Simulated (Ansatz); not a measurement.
# BaTiO3: the cost of one run

Program: Ansatz 0.2.0 through its Python package. Level of theory: DFT LDA, plane waves, PAW. These are calculated values, not measurements.

### 1 The system

Symmetry: Pm-3m, No. 221, cubic system. Conventional cell: a = 4.006 Å, b = 4.006 Å, c = 4.006 Å, α = 90.00°, β = 90.00°, γ = 90.00°. Around Ba (site symmetry m-3m) lie 12 O at 2.83 Å. Ti (site symmetry m-3m) is surrounded by 6 O at 2.00 Å. O (site symmetry 4/mmm) has 2 Ti at 2.00 Å and 4 Ba at 2.83 Å as nearest neighbours.

The script holds or builds the structure itself.

### 2 The code

Input file strain_batio3.py:

```python
import ansatz as az
import matplotlib.pyplot as plt
import numpy as np

VECTORS = np.array([
    [4.006, 0.0, 0.0],
    [0.0, 4.006, 0.0],
    [0.0, 0.0, 4.006],
])
SITES = [
    ('Ba', (0.5, 0.5, 0.5)),
    ('Ti', (0.0, 0.0, 0.0)),
    ('O', (0.5, 0.0, 0.0)),
    ('O', (0.0, 0.5, 0.0)),
    ('O', (0.0, 0.0, 0.5)),
]


def on_lattice(cell):
    crystal = az.Crystal(lattice=az.Lattice.of(cell))
    for symbol, position in SITES:
        crystal = crystal.atom(symbol, position)
    return crystal

values = np.linspace(-0.05, 0.05, 5)
energies = []
for d in values:
    strain = np.diag([0, 0, d])
    cell = VECTORS @ (np.eye(3) + strain)
    calc = (
        on_lattice(cell).calculation()
        .basis(510)
        .functional(az.Functional.LDA)
        .occupations('fermi_dirac', width=0.02)
        .kpoints(6, 6, 6)
        .stress()
    )
    summary = calc.run(threads=1).report
    energies.append(summary['free_energy_ev'] / len(SITES))
    s = summary['stress_gpa']
    print(f'd = {d:+.4f}  stress xx yy zz xy (GPa, compression positive): {s[0][0]:8.3f} {s[1][1]:8.3f} {s[2][2]:8.3f} {s[0][1]:8.3f}')
energies = np.array(energies)

for value, e in zip(values, energies):
    print(f'strain {value:7.3f}   E - Emin = {1000 * (e - energies.min()):9.3f} meV/atom')
plt.figure(figsize=(4.5, 3))
plt.plot(values, 1000 * (energies - energies.min()), 'o-')
plt.xlabel('strain')
plt.ylabel('meV/atom')
plt.tight_layout()
plt.savefig('strain.png', dpi=100)
curvature = 2 * np.polyfit(values, energies, 3)[1]
volume = abs(np.linalg.det(VECTORS)) / len(SITES)
print(f'd2E/dd2 over the volume: {curvature / volume * 160.21766:.1f} GPa')
```

### 3 The input behind the calls

The engine receives this input (first run):

```yaml
crystal:
  lattice:
    - [4.006, 0.0, 0.0]
    - [0.0, 4.006, 0.0]
    - [0.0, 0.0, 3.8057]
  atoms:
    - { symbol: Ba, position: [0.5, 0.5, 0.5] }
    - { symbol: Ti, position: [0.0, 0.0, 0.0] }
    - { symbol: O, position: [0.5, 0.0, 0.0] }
    - { symbol: O, position: [0.0, 0.5, 0.0] }
    - { symbol: O, position: [0.0, 0.0, 0.5] }
basis:
  ecutwfc: 510.0
kpoints:
  mp_grid:
    grid: [6, 6, 6]
hamiltonian:
  xc: lda
scf:
  occupations:
    method: fermi_dirac
    width: 0.02
output:
  stress: true
```

### 4 Running it

The run is started by

```sh
> python strain_batio3.py
```

**Question.** How long does this script take on 1 thread of Arm Neoverse V1, shared host, and how much memory does it need?

About 24 s, with a peak of 0.5 GiB.
